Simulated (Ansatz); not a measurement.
# C10H7Br: the cost of one run

Computed with Ansatz 0.2.0, Gaussian basis. Level: the settings change from run to run.

**1. The geometry**

The structure was relaxed beforehand with PBE0-D4 in a triple-zeta def2 set.

SMILES `Brc1cccc2ccccc12`, 18 atoms, charge 0, spin multiplicity 1.

Atoms are counted from 1 here; the program's logs count them from 0.

Bond lengths: Br1–C2 1.891 Å, C2–C3 1.366 Å, C2–C11 1.416 Å, C3–C4 1.406 Å, C3–H12 1.082 Å, C4–C5 1.365 Å, C4–H13 1.084 Å, C5–C6 1.411 Å, C5–H14 1.084 Å, C6–C7 1.412 Å, C6–C11 1.425 Å, C7–C8 1.366 Å, C7–H15 1.085 Å, C8–C9 1.406 Å, C8–H16 1.084 Å, C9–C10 1.367 Å, C9–H17 1.084 Å, C10–C11 1.411 Å and more. Angles: Br1–C2–C3 118.0°, Br1–C2–C11 120.0°, C3–C2–C11 122.0°, C2–C3–C4 119.8°, C2–C3–H12 119.9°, C4–C3–H12 120.2°, C3–C4–C5 120.4°, C3–C4–H13 119.1°, C5–C4–H13 120.5°, C4–C5–C6 120.7°, C4–C5–H14 120.6°, C6–C5–H14 118.7°, C5–C6–C7 121.3°, C5–C6–C11 119.9°, C7–C6–C11 118.9°, C6–C7–C8 121.0°, C6–C7–H15 118.4°, C8–C7–H15 120.6° and more.

**2. rPW86-PBE/def2-SVP**

The input, in.yaml:

```yaml
crystal:
  periodic: [false, false, false]
  atoms:
    - {symbol: Br, position_ang: [0.973072, -3.221048, -0.924487]}
    - {symbol: C, position_ang: [1.006257, -1.340378, -0.725892]}
    - {symbol: C, position_ang: [2.067970, -0.659413, -1.251191]}
    - {symbol: C, position_ang: [2.133010, 0.739298, -1.126441]}
    - {symbol: C, position_ang: [1.140777, 1.421816, -0.483004]}
    - {symbol: C, position_ang: [0.036275, 0.737305, 0.066232]}
    - {symbol: C, position_ang: [-0.997130, 1.429311, 0.734190]}
    - {symbol: C, position_ang: [-2.064469, 0.761195, 1.264185]}
    - {symbol: C, position_ang: [-2.145560, -0.638044, 1.148539]}
    - {symbol: C, position_ang: [-1.163186, -1.341376, 0.508301]}
    - {symbol: C, position_ang: [-0.048533, -0.680734, -0.049488]}
    - {symbol: H, position_ang: [2.855935, -1.197826, -1.761773]}
    - {symbol: H, position_ang: [2.980495, 1.267145, -1.547550]}
    - {symbol: H, position_ang: [1.186581, 2.500749, -0.384286]}
    - {symbol: H, position_ang: [-0.925041, 2.508431, 0.817942]}
    - {symbol: H, position_ang: [-2.850226, 1.306196, 1.774243]}
    - {symbol: H, position_ang: [-2.994396, -1.163235, 1.570751]}
    - {symbol: H, position_ang: [-1.229532, -2.418192, 0.421528]}
basis:
  gaussian: {orbitals: def2-SVP}
hamiltonian: {xc: {name: rPW86-PBE}}
output: {forces: true}
```

The run is started by

```bash
> ansatz run in.yaml --threads 4 --pin off --events-out ev --progress --plain --max-ram 66560MiB --backend cpu
```

Q: Estimate wall time and peak memory on 4 threads of AMD EPYC 7R13, shared host.

About 9 s, with a peak of 0.47 GiB.
